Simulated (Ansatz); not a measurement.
Crystal: GeSb4Te7.

```
Te Sb Ge
1.0
     4.28930    0.00000    0.00000
    -2.14465    3.71464    0.00000
     0.00000    0.00000   24.63778
Te Sb Ge
7 4 1
Cartesian
  0.0000 0.0000 6.9238
  0.0000 0.0000 0.0000
  0.0000 2.4764 14.0092
  2.1447 1.2382 10.6286
  0.0000 0.0000 17.7140
  2.1447 1.2382 3.7023
  0.0000 2.4764 20.9355
  2.1447 1.2382 16.0207
  0.0000 2.4764 1.9982
  0.0000 2.4764 8.6171
  2.1447 1.2382 22.6396
  0.0000 0.0000 12.3189
```

The cell is a database's computed one.

Base run:

| Item | Value |
| --- | --- |
| Program | Ansatz 0.2.0 |
| Functional | PBEsol |
| Potentials or basis | Ansatz PAW |
| Cutoff | 420 eV (not typed: the program's choice for these potentials) |
| k mesh | 7 × 7 × 2 |
| Occupations | fermi-dirac, width 0.05 eV |
| Spin | no spin polarisation |

Its results: band gap on the k mesh 0.37 eV, direct; pressure -1.6 GPa; largest force 0.067 eV/Å.

The run is repeated on the same cell with these changes: functional from PBEsol to r2SCAN; cutoff from 420 eV (not typed: the program's choice for these potentials) to 500 eV (not typed: the program's choice for these potentials). What comes out?

Band gap on the k mesh 0.56 eV, direct; pressure 0.0 GPa; largest force 0.043 eV/Å.

r2SCAN gives the wider gap, since meta-GGAs in the generalised Kohn-Sham scheme recover part of the derivative discontinuity.

Caveats: spin-orbit coupling is left out, which moves the levels of the heavy elements; the PAW data sets come from PBE, with cores solved anew for the run's functional, which leaves a small shift of forces and pressure; this functional lacks dispersion, which binds the layers, so the pressure and a relaxed spacing across them are unreliable (some runs).
